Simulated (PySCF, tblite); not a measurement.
# C40H24O2: electronic excitations, NMR shifts

Wanted: electronic excitations, NMR shifts for C40H24O2 (`COc1cc2c3ccc4c5ccccc5ccc4c3ccc2c2c(C=O)cc3c4ccc5ccccc5c4ccc3c12`).

Computed with tblite 0.8.0 and PySCF 2.14.0 and routines of our own; the level stands in each step. Atoms count from 0.

## (1) The starting structure

66 atoms, charge 0, multiplicity 1; geometry from: force field, distance geometry or constructed start.

## (2) Optimising the geometry with GFN2-xTB

The job: settings as JSON, then the geometry in Å.

```
{"job": {"kind": "relax", "xc": "GFN2-xTB", "basis": "xTB"}, "charge": 0, "multiplicity": 1}
C      0.945100    -3.261000     1.436500
O      1.013700    -1.951100     2.016700
C      0.518800    -1.015500     1.152000
C     -0.884600    -0.908400     1.157000
C     -1.593700    -0.130900     0.252500
C     -3.050300    -0.101800     0.205700
C     -3.851500    -0.724600     1.175100
C     -5.244700    -0.701200     1.135300
C     -5.956900    -0.054400     0.115100
C     -7.409200    -0.033400     0.075500
C     -8.256100    -0.658100     1.026700
C     -9.652100    -0.610300     0.943300
C    -10.256900     0.069300    -0.098400
C     -9.457800     0.693200    -1.062400
C     -8.059100     0.653900    -0.980200
C     -7.299700     1.287100    -1.948200
C     -5.903700     1.261500    -1.903200
C     -5.187100     0.593100    -0.884500
C     -3.734800     0.568700    -0.829300
C     -2.921700     1.167400    -1.805500
C     -1.529800     1.176400    -1.729900
C     -0.805900     0.598500    -0.669300
C      0.662500     0.678500    -0.531600
C      1.472400     1.581800    -1.253900
C      0.935300     2.818700    -1.880000
O      1.435100     3.320900    -2.872800
C      2.875500     1.508400    -1.280600
C      3.597600     0.595300    -0.504600
C      5.052200     0.528100    -0.563300
C      5.827200     1.267100    -1.483000
C      7.222800     1.205500    -1.532500
C      7.921100     0.394300    -0.650100
C      9.326000     0.352900    -0.720500
C     10.066800    -0.451700     0.148700
C      9.404800    -1.220700     1.082700
C      8.007500    -1.185300     1.156300
C      7.214800    -0.380600     0.293200
C      5.771000    -0.304700     0.327600
C      5.004800    -1.043700     1.242600
C      3.600400    -0.987300     1.260800
C      2.834300    -0.214300     0.377600
C      1.360800    -0.203300     0.350900
H      1.509000    -3.942900     2.074800
H      1.392500    -3.280800     0.437100
H     -0.099900    -3.608400     1.400000
H     -1.404500    -1.538100     1.879200
H     -3.412000    -1.245900     2.025800
H     -5.763700    -1.215500     1.942300
H     -7.837700    -1.202100     1.871400
H    -10.255200    -1.100500     1.699800
H    -11.337400     0.104500    -0.174500
H     -9.942300     1.223200    -1.876500
H     -7.779100     1.818200    -2.772900
H     -5.394700     1.786300    -2.705500
H     -3.353700     1.651100    -2.678400
H     -1.020600     1.615700    -2.586600
H      0.064700     3.268100    -1.394600
H      3.396300     2.252200    -1.888100
H      5.359900     1.912600    -2.220900
H      7.741600     1.806000    -2.275100
H      9.856100     0.954400    -1.451700
H     11.152900    -0.471400     0.079100
H      9.968800    -1.854200     1.767800
H      7.545000    -1.811200     1.917200
H      5.475800    -1.681100     1.984300
H      3.139500    -1.587500     2.037700
```

Command:

```bash
$ OMP_NUM_THREADS=4 python large_run.py task.json out
```

One launch serves the whole session: the jobs run in the order shown.

Standard output:

```text
step      E/eV     max force
  0   -2885.17787    2.677
  1   -2885.50287    1.165
  2   -2885.56863    0.729
  3   -2885.59034    0.364
  4   -2885.61891    0.269
  5   -2885.65036    0.253
  6   -2885.67325    0.270
  7   -2885.70838    0.271
  8   -2885.74214    0.355
  9   -2885.77714    0.269
 10   -2885.80942    0.324
 11   -2885.84349    0.364
 12   -2885.87497    0.300
 13   -2885.89945    0.264
 14   -2885.91536    0.193
 15   -2885.92646    0.202
 16   -2885.93537    0.195
 17   -2885.94224    0.129
 18   -2885.94699    0.105
 19   -2885.95041    0.102
 20   -2885.95314    0.101
 21   -2885.95557    0.108
 22   -2885.95774    0.088
 23   -2885.95967    0.060
 24   -2885.96127    0.076
 25   -2885.96243    0.065
 26   -2885.96319    0.046
 27   -2885.96378    0.040
 28   -2885.96439    0.053
 29   -2885.96512    0.066
 30   -2885.96599    0.070
 31   -2885.96701    0.060
 32   -2885.96812    0.052
 33   -2885.96921    0.055
 34   -2885.97015    0.049
 35   -2885.97098    0.050
 36   -2885.97183    0.043
 37   -2885.97276    0.059
 38   -2885.97369    0.058
 39   -2885.97448    0.045
 40   -2885.97517    0.039
 41   -2885.97580    0.043
 42   -2885.97634    0.034
 43   -2885.97682    0.039
 44   -2885.97730    0.041
 45   -2885.97785    0.039
 46   -2885.97846    0.045
 47   -2885.97908    0.046
 48   -2885.97969    0.052
 49   -2885.98033    0.054
 50   -2885.98101    0.052
 51   -2885.98169    0.045
 52   -2885.98230    0.037
 53   -2885.98281    0.041
 54   -2885.98324    0.037
 55   -2885.98362    0.031
 56   -2885.98400    0.029
 57   -2885.98436    0.028
 58   -2885.98472    0.033
 59   -2885.98506    0.031
 60   -2885.98538    0.022
 61   -2885.98567    0.024
 62   -2885.98594    0.023
 63   -2885.98622    0.030
 64   -2885.98649    0.027
 65   -2885.98671    0.021
 66   -2885.98687    0.016
```

Run time: 13 s. Hardware: 4 threads of Intel Xeon at 2.70GHz, shared host; peak memory 0.19 GiB.

Along the way:

| step | energy from step 0 (eV) | largest force (eV/Å) |
| --- | --- | --- |
| 0 | 0.0000 | 2.6772 |
| 1 | -0.3250 | 1.1653 |
| 2 | -0.3908 | 0.7297 |
| 3 | -0.4125 | 0.3641 |
| 4 | -0.4410 | 0.2692 |
| 5 | -0.4725 | 0.2540 |
| 6 | -0.4954 | 0.2701 |
| 7 | -0.5305 | 0.2715 |
| 8 | -0.5643 | 0.3552 |
| 12 | -0.6971 | 0.3000 |
| 17 | -0.7644 | 0.1284 |
| 22 | -0.7799 | 0.0876 |
| 27 | -0.7859 | 0.0390 |
| 32 | -0.7903 | 0.0522 |
| 37 | -0.7949 | 0.0591 |
| 42 | -0.7985 | 0.0347 |
| 47 | -0.8012 | 0.0461 |
| 52 | -0.8044 | 0.0379 |
| 57 | -0.8065 | 0.0279 |
| 62 | -0.8081 | 0.0228 |
| 63 | -0.8083 | 0.0304 |
| 64 | -0.8086 | 0.0277 |
| 65 | -0.8088 | 0.0217 |
| 66 | -0.8090 | 0.0170 |

Distances of close pairs at the start and the end, largest changes first:

| bond | before (Å) | after (Å) | change (Å) |
| --- | --- | --- | --- |
| C21–C22 | 1.477 | 1.428 | -0.049 |
| C38–C39 | 1.406 | 1.362 | -0.044 |
| C15–C16 | 1.397 | 1.355 | -0.042 |
| C29–C30 | 1.398 | 1.356 | -0.042 |
| C2–C3 | 1.407 | 1.368 | -0.039 |
| C40–C41 | 1.474 | 1.439 | -0.035 |
| C14–C15 | 1.384 | 1.417 | +0.034 |
| C19–C20 | 1.394 | 1.360 | -0.034 |

The final coordinates are the input of the step that follows.

## (3) Electronic excitations: TDA wB97X-D/def2-SVP

The job: settings as JSON, then the geometry in Å.

```
{"job": {"kind": "uv", "basis": "def2-SVP", "grid": 1, "kgrid": 0, "vcut": 1.5, "nstates": 6, "ntriplets": 2, "tda": true, "delta": [], "pop": true, "xc": "wB97X-D"}, "charge": 0, "multiplicity": 1}
C      0.933599    -3.408742     1.480974
O      1.093970    -2.086893     1.948212
C      0.531903    -1.115344     1.137453
C     -0.833514    -1.026139     1.129342
C     -1.533941    -0.180779     0.250283
C     -2.966403    -0.119424     0.212332
C     -3.759580    -0.706841     1.221477
C     -5.118937    -0.661308     1.176276
C     -5.808714    -0.026145     0.119583
C     -7.247496    -0.004653     0.063574
C     -8.069780    -0.643404     1.009691
C     -9.437480    -0.602686     0.909960
C    -10.055818     0.079201    -0.140876
C     -9.285374     0.714125    -1.077375
C     -7.883084     0.685424    -0.995561
C     -7.089599     1.344736    -1.967451
C     -5.736106     1.306313    -1.916381
C     -5.049248     0.609185    -0.885525
C     -3.616168     0.556689    -0.842418
C     -2.805753     1.135762    -1.851626
C     -1.448876     1.160619    -1.757388
C     -0.771931     0.571027    -0.663479
C      0.644819     0.649482    -0.505953
C      1.401073     1.617163    -1.232080
C      0.804815     2.837746    -1.792011
O      1.242532     3.463019    -2.726701
C      2.769276     1.534092    -1.286030
C      3.494106     0.599108    -0.523314
C      4.926067     0.523863    -0.590751
C      5.659812     1.235611    -1.577207
C      7.014370     1.190474    -1.619355
C      7.756954     0.408201    -0.699196
C      9.161053     0.373718    -0.750385
C      9.875753    -0.407748     0.117441
C      9.199873    -1.192973     1.054570
C      7.830332    -1.168436     1.128670
C      7.066924    -0.356426     0.270998
C      5.631703    -0.272457     0.333086
C      4.886733    -0.946248     1.325004
C      3.525372    -0.919185     1.354182
C      2.774502    -0.199546     0.398754
C      1.336336    -0.226432     0.360185
H      1.311645    -4.057615     2.269276
H      1.514166    -3.569854     0.564859
H     -0.115233    -3.649540     1.282540
H     -1.373801    -1.692205     1.783374
H     -3.285472    -1.182053     2.065575
H     -5.673969    -1.112949     1.982913
H     -7.633791    -1.183738     1.835170
H    -10.045237    -1.102080     1.650393
H    -11.133293     0.101928    -0.209162
H     -9.742221     1.247331    -1.898794
H     -7.593977     1.881621    -2.758260
H     -5.175019     1.824834    -2.676479
H     -3.261901     1.564396    -2.728875
H     -0.870740     1.582896    -2.566481
H     -0.060194     3.217741    -1.210613
H      3.279849     2.283772    -1.870160
H      5.135583     1.815774    -2.318938
H      7.557330     1.746541    -2.370105
H      9.667201     0.975873    -1.491222
H     10.954832    -0.426622     0.079477
H      9.762582    -1.822204     1.728606
H      7.344006    -1.792392     1.861742
H      5.399121    -1.500346     2.094993
H      3.010730    -1.444006     2.138728
```

Method: TDA wB97X-D/def2-SVP, vertical, gas phase, core orbitals frozen in the response, virtual orbitals cut by energy.

Standard output:

```text
start: PBE on a coarse grid of 56423 points
cycle   1  E = -1685.1699790069  dE =  7.186e+00  |g| = 1.258e+00  |ddm| = 1.272e+01
cycle   2  E = -1682.4628276429  dE =  2.707e+00  |g| = 3.002e+00  |ddm| = 5.191e+00
cycle   3  E = -1684.6643943685  dE = -2.202e+00  |g| = 1.661e+00  |ddm| = 4.490e+00
cycle   4  E = -1685.4959770628  dE = -8.316e-01  |g| = 5.435e-01  |ddm| = 2.352e+00
cycle   5  E = -1685.4698104133  dE =  2.617e-02  |g| = 5.304e-01  |ddm| = 1.247e+00
cycle   6  E = -1685.5515328405  dE = -8.172e-02  |g| = 2.458e-01  |ddm| = 1.029e+00
cycle   7  E = -1685.5672252463  dE = -1.569e-02  |g| = 8.112e-02  |ddm| = 4.221e-01
cycle   8  E = -1685.5674172962  dE = -1.920e-04  |g| = 7.699e-02  |ddm| = 2.062e-01
cycle   9  E = -1685.5690098528  dE = -1.593e-03  |g| = 1.902e-02  |ddm| = 1.276e-01
cycle  10  E = -1685.5690772994  dE = -6.745e-05  |g| = 1.146e-02  |ddm| = 4.010e-02
cycle  11  E = -1685.5691092495  dE = -3.195e-05  |g| = 3.906e-03  |ddm| = 2.107e-02
final grid: 248197 points
cycle  12  E = -1687.3919315846  dE = -2.667e-02  |g| = 8.676e-02  |ddm| = 2.346e+00
cycle  13  E = -1687.3927344176  dE = -8.028e-04  |g| = 9.776e-02  |ddm| = 3.393e-01
cycle  14  E = -1687.3945806786  dE = -1.846e-03  |g| = 1.867e-02  |ddm| = 1.244e-01
cycle  15  E = -1687.3947058716  dE = -1.252e-04  |g| = 9.058e-03  |ddm| = 5.123e-02
cycle  16  E = -1687.3947425575  dE = -3.669e-05  |g| = 3.365e-03  |ddm| = 2.148e-02
cycle  17  E = -1687.3947474642  dE = -4.907e-06  |g| = 9.853e-04  |ddm| = 6.966e-03
cycle  18  E = -1687.3947487459  dE = -1.282e-06  |g| = 4.230e-04  |ddm| = 4.373e-03
cycle  19  E = -1687.3947488774  dE = -1.315e-07  |g| = 1.676e-04  |ddm| = 1.279e-03
cycle  20  E = -1687.3947494277  dE = -5.503e-07  |g| = 5.696e-05  |ddm| = 7.495e-04
converged SCF energy = -1687.3947494277

Static polarisability (au): isotropic 534.943, principal 176.396 435.440 992.993

Singlet excitations
state   eV       nm        f      main configurations
  1   3.6436    340.3   0.18621   H->L+1 0.26, H->L 0.24, H-1->L 0.22
  2   3.7734    328.6   0.72541   H->L 0.51, H->L+1 0.18, H-2->L 0.09
  3   3.9230    316.0   0.00447   H-6->L 0.40, H-5->L 0.11, H-6->L+5 0.10
  4   4.0733    304.4   0.13757   H-1->L+2 0.14, H-1->L+1 0.12, H-1->L 0.11
  5   4.2953    288.7   0.01061   H->L+2 0.30, H-2->L 0.15, H-1->L 0.14
  6   4.4858    276.4   0.67169   H-3->L+1 0.13, H-1->L+4 0.12, H-2->L+3 0.12

Triplet excitations (Tamm-Dancoff, eV): 2.5729 2.9115
```

Run time: 5.7 min. Hardware: 4 threads of Intel Xeon at 2.70GHz, shared host; peak memory 2.3 GiB.

The orbitals next to the gap, with their largest atomic shares:

| orbital | eV | atoms |
| --- | --- | --- |
| HOMO−4 | -8.64 | C36 8 %, C33 7 %, C9 7 % |
| HOMO−3 | -8.30 | C10 8 %, C13 8 %, C8 6 % |
| HOMO−2 | -7.97 | C18 8 %, C27 8 %, C16 7 % |
| HOMO−1 | -7.73 | C37 8 %, C39 7 %, C8 6 % |
| HOMO | -7.42 | C19 8 %, C3 6 %, C2 6 % |
| LUMO | -0.62 | C26 12 %, C23 9 %, C38 8 % |
| LUMO+1 | -0.24 | C22 8 %, C41 8 %, C37 6 % |
| LUMO+2 | 0.11 | C15 10 %, C6 9 %, C7 7 % |
| LUMO+3 | 0.47 | C30 8 %, C32 8 %, C35 7 % |

With each of the 6 states as a Gaussian band of 0.4 eV half-width at 1/e, the curve within the window shown has maxima at 325 nm (ε 41,000), 286 nm (ε 32,000) L/(mol cm). Beyond the last state computed it falls off for lack of states. The curve at chosen wavelengths:

```json
{"nm": "259", "ε (L/mol/cm)": "15877"}
{"nm": "265", "ε (L/mol/cm)": "22551"}
{"nm": "271", "ε (L/mol/cm)": "27917"}
{"nm": "277", "ε (L/mol/cm)": "31044"}
{"nm": "283", "ε (L/mol/cm)": "32113"}
{"nm": "289", "ε (L/mol/cm)": "32157"}
{"nm": "295", "ε (L/mol/cm)": "32373"}
{"nm": "300", "ε (L/mol/cm)": "33239"}
{"nm": "306", "ε (L/mol/cm)": "35176"}
{"nm": "312", "ε (L/mol/cm)": "37615"}
{"nm": "318", "ε (L/mol/cm)": "39761"}
{"nm": "324", "ε (L/mol/cm)": "40863"}
{"nm": "330", "ε (L/mol/cm)": "40455"}
{"nm": "336", "ε (L/mol/cm)": "38446"}
{"nm": "342", "ε (L/mol/cm)": "35072"}
{"nm": "348", "ε (L/mol/cm)": "30766"}
{"nm": "354", "ε (L/mol/cm)": "26021"}
{"nm": "360", "ε (L/mol/cm)": "21282"}
{"nm": "366", "ε (L/mol/cm)": "16883"}
{"nm": "371", "ε (L/mol/cm)": "13629"}
{"nm": "377", "ε (L/mol/cm)": "10301"}
{"nm": "383", "ε (L/mol/cm)": "7610"}
{"nm": "389", "ε (L/mol/cm)": "5510"}
{"nm": "395", "ε (L/mol/cm)": "3918"}
{"nm": "401", "ε (L/mol/cm)": "2741"}
{"nm": "407", "ε (L/mol/cm)": "1891"}
```

Further results of this job:

| property | computed |
| --- | --- |
| dipole moment (D) | 3.81 |
| polarisability (Å³) | 79.27 |
| HOMO–LUMO gap (eV) | 6.81 |
| −ε(HOMO) (eV) | 7.42 |

[end of part 1 of 2]
